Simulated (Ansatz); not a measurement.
**H8OSSi3: up Jacob's ladder to CCSD(T)**

One table from this session's results is given with a row withheld; the runs are named, their logs left out.

Program: Ansatz 0.2.0, Gaussian basis. Level of theory: functionals in def2-TZVPP, the program's frozen cores in correlated methods. These are calculated values, not measurements.

The runs, in order: PBE-D4, r2SCAN-D4, PBE0-D4, B3LYP-D4, ωB97X-V, ωB97M-V, B2PLYP; CCSD(T)/def2-TZVPP; MP2/def2-QZVPP; extrapolation to the limit.

## The geometry

An earlier PBE0-D4 in a triple-zeta def2 set relaxation fixed the geometry.

SMILES `O[SiH](S)[SiH2][SiH3]`, 13 atoms, charge 0, spin multiplicity 1.

Atoms are counted from 1 here; the program's logs count them from 0.

Bond lengths: O1–Si2 1.646 Å, O1–H6 0.959 Å, Si2–S3 2.149 Å, Si2–Si4 2.333 Å, Si2–H7 1.489 Å, S3–H8 1.343 Å, Si4–Si5 2.339 Å, Si4–H9 1.490 Å, Si4–H10 1.490 Å, Si5–H11 1.488 Å, Si5–H12 1.486 Å, Si5–H13 1.488 Å. Angles: Si2–O1–H6 117.6°, O1–Si2–S3 113.0°, O1–Si2–Si4 107.9°, O1–Si2–H7 111.0°, S3–Si2–Si4 107.4°, S3–Si2–H7 105.2°, Si4–Si2–H7 112.2°, Si2–S3–H8 94.6°, Si2–Si4–Si5 108.3°, Si2–Si4–H9 109.2°, Si2–Si4–H10 110.2°, Si5–Si4–H9 110.0°, Si5–Si4–H10 110.5°, H9–Si4–H10 108.7°, Si4–Si5–H11 110.8°, Si4–Si5–H12 109.9°, Si4–Si5–H13 109.7°, H11–Si5–H12 109.0° and more.

The first run:

File in.yaml:

```yaml
crystal:
  periodic: [false, false, false]
  atoms:
    - {symbol: O, position_ang: [-2.340825, -0.375864, 1.594472]}
    - {symbol: Si, position_ang: [-1.211847, 0.351257, 0.641781]}
    - {symbol: S, position_ang: [-1.948925, 0.831251, -1.318860]}
    - {symbol: Si, position_ang: [0.566904, -1.134026, 0.374852]}
    - {symbol: Si, position_ang: [2.212008, -0.083866, -0.914522]}
    - {symbol: H, position_ang: [-3.208961, 0.029557, 1.644351]}
    - {symbol: H, position_ang: [-0.777560, 1.650993, 1.225238]}
    - {symbol: H, position_ang: [-2.180516, 2.122587, -1.033546]}
    - {symbol: H, position_ang: [0.082835, -2.360017, -0.318913]}
    - {symbol: H, position_ang: [1.115113, -1.522964, 1.704069]}
    - {symbol: H, position_ang: [3.453458, -0.902965, -0.957513]}
    - {symbol: H, position_ang: [1.717211, 0.116915, -2.301222]}
    - {symbol: H, position_ang: [2.541607, 1.242338, -0.325387]}
basis:
  gaussian: {orbitals: def2-TZVPP}
hamiltonian: {xc: pbe, dispersion: d4}
output: {forces: true, orbitals: {seedname: orbitals}}
```

Launch:

```console
ansatz run in.yaml --threads 4 --pin off --events-out ev --progress --plain --max-ram 10444MiB
```

Steps of the session up to this table: PBE-D4 (GGA); r2SCAN-D4 (meta-GGA); PBE0-D4 (hybrid); B3LYP-D4 (hybrid); ωB97X-V (range-separated); ωB97M-V (range-separated); B2PLYP (double hybrid); CCSD(T) in def2-TZVPP; MP2 in def2-QZVPP.

One table of the session follows, with a row left open; its other results are not shown here.

| method | atomisation energy (kJ/mol) |
| --- | --- |
| PBE-D4 | 4043.7 |
| r2SCAN-D4 | 4063.2 |
| PBE0-D4 | 4012.0 |
| B3LYP-D4 | 4041.9 |
| ωB97X-V | 4096.6 |
| ωB97M-V | 4064.1 |
| B2PLYP | 3982.1 |
| HF/def2-TZVPP | 2986.4 |
| MP2/def2-TZVPP | ? |
| CCSD/def2-TZVPP | 3898.8 |
| CCSD(T)/def2-TZVPP | 3948.6 |
| MP2/CBS | 4074.1 |
| CCSD(T)/CBS | 4071.0 |

Estimate the missing values for MP2/def2-TZVPP.

As computed: atomisation energy (kJ/mol): 3951.7. In the column «atomisation energy (kJ/mol)» it lies between CCSD(T)/def2-TZVPP (3948.6) and B2PLYP (3982.1).
